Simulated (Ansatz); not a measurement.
**TiBr4: one species, many methods**

One table from this session's results is given with a row withheld; the runs are named, their logs left out.

The runs use Ansatz 0.2.0, Gaussian basis; functionals in def2-TZVPP, the program's frozen cores in correlated methods.

Plan: LDA (SPW92), PBE-D4, revPBE-D4, BLYP-D4, r2SCAN-D4, B97M-V, PBE0-D4, B3LYP-D4, r2SCANh-D4, r2SCAN0-D4, HSE06-D4, BHLYP-D4, CAM-B3LYP-D4, LC-ωPBE, ωB97X-V, ωB97M-V, B2PLYP, PBE-QIDH; CCSD(T)/def2-SVP; CCSD(T)/def2-TZVPP; MP2/def2-QZVPP; extrapolation to the limit; RPA on PBE.

2 further runs of the same task are left out: 2 that didn't finish.

## The relaxed structure

An earlier PBE0-D4 in a triple-zeta def2 set relaxation fixed the geometry.

SMILES `[Br][Ti]([Br])([Br])[Br]`, 5 atoms, charge 0, spin multiplicity 1.

Atoms are counted from 1 here; the program's logs count them from 0.

Bond lengths: Br1–Ti2 2.314 Å, Ti2–Br3 2.314 Å, Ti2–Br4 2.314 Å, Ti2–Br5 2.314 Å. Angles: Br1–Ti2–Br3 109.5°, Br1–Ti2–Br4 109.5°, Br1–Ti2–Br5 109.5°, Br3–Ti2–Br4 109.5°, Br3–Ti2–Br5 109.5°, Br4–Ti2–Br5 109.5°.

Set-up of the first run:

in.yaml

```yaml
crystal:
  periodic: [false, false, false]
  atoms:
    - {symbol: Br, position_ang: [-1.072582, -0.011780, 2.037415]}
    - {symbol: Ti, position_ang: [0.009953, -0.014724, -0.008272]}
    - {symbol: Br, position_ang: [1.972885, -1.229380, 0.159395]}
    - {symbol: Br, position_ang: [-1.360169, -0.979402, -1.604773]}
    - {symbol: Br, position_ang: [0.499712, 2.161586, -0.625164]}
basis:
  gaussian: {orbitals: def2-TZVPP}
hamiltonian: {xc: lda}
output: {orbitals: {seedname: orbitals}}
```

Launch:

```bash
$ ansatz run in.yaml --threads 2 --pin off --events-out ev --progress --plain --max-ram 32768MiB --backend cpu
```

Steps of the session up to this table: LDA; PBE-D4 (GGA); revPBE-D4 (GGA); BLYP-D4 (GGA); r2SCAN-D4 (meta-GGA); B97M-V (meta-GGA); PBE0-D4 (hybrid); B3LYP-D4 (hybrid); r2SCANh-D4 (hybrid); r2SCAN0-D4 (hybrid); HSE06-D4 (hybrid); BHLYP-D4 (hybrid); CAM-B3LYP-D4 (range-separated); LC-ωPBE (range-separated); ωB97X-V (range-separated); ωB97M-V (range-separated); B2PLYP (double hybrid); PBE-QIDH (double hybrid).

One of the session's tables, all rows but one given; the rest of the session is left out.

It belongs to the step «Orbital energies across the functionals». 

| functional | HOMO (eV) | LUMO (eV) | gap (eV) |
| --- | --- | --- | --- |
| LDA (SPW92) | -7.72 | -4.70 | 3.02 |
| PBE-D4 | -7.54 | -4.47 | 3.07 |
| revPBE-D4 | -7.49 | -4.40 | 3.09 |
| BLYP-D4 | -7.35 | -4.32 | 3.03 |
| r2SCAN-D4 | -7.91 | -4.52 | 3.39 |
| B97M-V | -7.94 | -4.49 | 3.46 |
| PBE0-D4 | -8.77 | -3.72 | 5.05 |
| B3LYP-D4 | ? | ? | ? |
| r2SCANh-D4 | -8.35 | -4.21 | 4.14 |
| r2SCAN0-D4 | -9.01 | -3.72 | 5.29 |
| HSE06-D4 | -8.38 | -4.09 | 4.29 |
| BHLYP-D4 | -9.83 | -2.71 | 7.11 |
| CAM-B3LYP-D4 | -10.01 | -2.72 | 7.30 |
| LC-ωPBE | -11.38 | -1.80 | 9.58 |
| ωB97X-V | -11.02 | -1.75 | 9.27 |
| ωB97M-V | -10.87 | -1.70 | 9.17 |

Estimate the missing values for B3LYP-D4.

Worked estimate for «HOMO (eV)». Against the share of exact exchange, BLYP-D4 (0, -7.35), BHLYP-D4 (0.5, -9.83) give a slope of -4.96 per unit share; at 0.2 the line stands at -8.34.

As computed: HOMO (eV): -8.50; LUMO (eV): -3.90; gap (eV): 4.60. In «HOMO (eV)» the line misses by +0.16.
